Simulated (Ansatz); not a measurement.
This script for the Ansatz DFT code, driven from Python starts 3 runs on Rb, space group P6_3/mmc. What input does the engine get in each?

Script `run_lattice.py`:
```python
"""Relaxed cell of Rb under several functionals."""

import ansatz as az
from ase import Atoms
import numpy as np

def edges_and_angles(cell):
    cell = np.asarray(cell)
    a, b, c = np.linalg.norm(cell, axis=1)
    cosines = cell[1] @ cell[2] / (b * c), cell[0] @ cell[2] / (a * c), cell[0] @ cell[1] / (a * b)
    return (a, b, c, *np.degrees(np.arccos(cosines)))


def main() -> None:
    atoms = Atoms(
        ["Rb", "Rb", "Rb", "Rb"],
        scaled_positions=[
            [0.0, 0.0, 0.0],
            [1 / 3, 2 / 3, 0.75],
            [0.0, 0.0, 0.5],
            [2 / 3, 1 / 3, 0.25],
        ],
        cell=[
            [5.08878, 0.0, 0.0],
            [-2.54439, 4.40701, 0.0],
            [0.0, 0.0, 16.88373],
        ],
        pbc=True,
    )
    structure = az.Crystal.from_ase(atoms)

    job = structure.calculation()
    job = job.accuracy("low").kpoints(3, 3, 1, shift=0.5)
    job = job.occupations("cold", width=200 * az.meV)
    job = job.mixing("broyden", beta=0.2)
    job = job.scf(tolerance=1e-06, max_iterations=150)
    job = job.relax(cell=True, force_tolerance=0.05, max_steps=100)

    levels = [("lda", "none"), ("blyp", "d3bj"), ("pbesol", "none")]
    print("level            a       b       c    alpha   beta  gamma  V/atom  steps")
    for name, dispersion in levels:
        seen = []
        run = job.functional(name, dispersion=dispersion).session().plan()
        out = run.execute(on_event=lambda e: seen.append(e) if e["event"] == "relax_step" else None)
        cell = out.lattice.cell_ang
        label = name if dispersion == "none" else f"{name}+{dispersion}"
        print("{:13s} {:7.4f} {:7.4f} {:7.4f} {:6.2f} {:6.2f} {:6.2f}".format(label, *edges_and_angles(cell)), f"{abs(np.linalg.det(cell)) / len(out.lattice.sites):7.3f} {len(seen):5d}")


if __name__ == "__main__":
    main()
```

Run 1:
```yaml
crystal:
  lattice:
    - [5.08878, 0.0, 0.0]
    - [-2.54439, 4.40701, 0.0]
    - [0.0, 0.0, 16.88373]
  atoms:
    - { symbol: Rb, position: [0.0, 0.0, 0.0] }
    - { symbol: Rb, position: [0.3333333333333333, 0.6666666666666666, 0.75] }
    - { symbol: Rb, position: [0.0, 0.0, 0.5] }
    - { symbol: Rb, position: [0.6666666666666666, 0.3333333333333333, 0.25] }
accuracy: low
kpoints:
  mp_grid:
    grid: [3, 3, 1]
    shift: [0.5, 0.5, 0.5]
hamiltonian:
  xc: lda
  dispersion: none
scf:
  max_iter: 150
  convergence:
    dr2_threshold: 1.0e-06
  mixing:
    algorithm: broyden
    beta: 0.2
  occupations:
    method: cold
    width: 0.2
relax:
  f_tol: 0.05
  max_steps: 100
  cell: {}
```

Run 2, against run 1:
```diff
-  xc: lda
-  dispersion: none
+  xc: blyp
+  dispersion: d3bj
```

Run 3, against run 1:
```diff
-  xc: lda
+  xc: pbesol
```

```console
$ python run_lattice.py
level            a       b       c    alpha   beta  gamma  V/atom  steps
DeckWarning: basis.ecutwfc = 420 eV, auto-derived from the records' recommended cutoffs: set by Rb (normal level)
DeckWarning: crystal.symmetry: narrowed to the stabiliser of the k-point mesh — unitary ops 24 → 8; excluded 16 operations that carry a point of the 3×3×1 mesh (shift [0.5, 0.5, 0.5]) off the mesh (the run samples exactly the mesh kpoints.mp_grid names, as under crystal.symmetry.detect: false, and its converged state has the mesh's symmetry, not the crystal's; ε∞, the Born charges and the force constants of a linear response (`dielectric:` by the response, `phonons.method: dfpt`) are averaged [...]
DeckWarning: scf.convergence.dr2_threshold = 1e-6 eV is looser than this run's default, which is 1e-7 eV or tighter. The error in the forces grows as the threshold's square root, so leave the key out unless less accurate forces are enough
DeckWarning: relax.cell: scf.convergence.dr2_threshold = 1e-6 eV is looser than the 4e-10 eV advised for a relaxation that steers and ends on the stress (1e-10 eV for each atom of the cell: 4). What an SCF threshold leaves in a stress goes as its square root, and in the free energy as the threshold itself, and one threshold admits the most on a small cell: of the crystals measured, under no hybrid functional and no lock of the moments, on runs that ended without the residual-converged pass, on [...]
lda            4.7737  4.7737 16.2240  90.00  90.00 120.36  79.758     6
blyp+d3bj      4.8384  4.8384 16.4304  90.00  90.00 120.38  82.961     4
pbesol         4.9397  4.9397 16.8304  90.00  90.00 120.21  88.724     5
```
(Warnings from the package without file and line, shortened.)

From smallest to largest: LDA (79.76 Å³ an atom, -15.7 % against the start), BLYP+D3BJ (82.96 Å³ an atom, -12.4 % against the start) and PBEsol (88.72 Å³ an atom, -6.3 % against the start). The spread is 11.2 % in volume.

Reading the output:
- These settings explore the input space; cutoff and mesh may be short of convergence.
- BLYP and dispersion corrections can be off by several per cent in the lattices of metals, and by several GPa in the pressure at a fixed cell.
- For a metal this k-point mesh is coarse: on a finer one energies can move by several to tens of meV an atom and pressures by half a GPa or more, differences at one mesh by less.
- These metals are very soft, so angles and axial ratios aren't settled by this mesh and stress tolerance.
- The cell relaxed to the group Cmcm; tensors and edges are in the axes of the typed cell.
- This isn't the structure that Rb takes at ambient conditions.
- Timing: 22 s on 1 thread of Arm Neoverse V2, with other jobs on the host, peak memory 0.53 GiB.
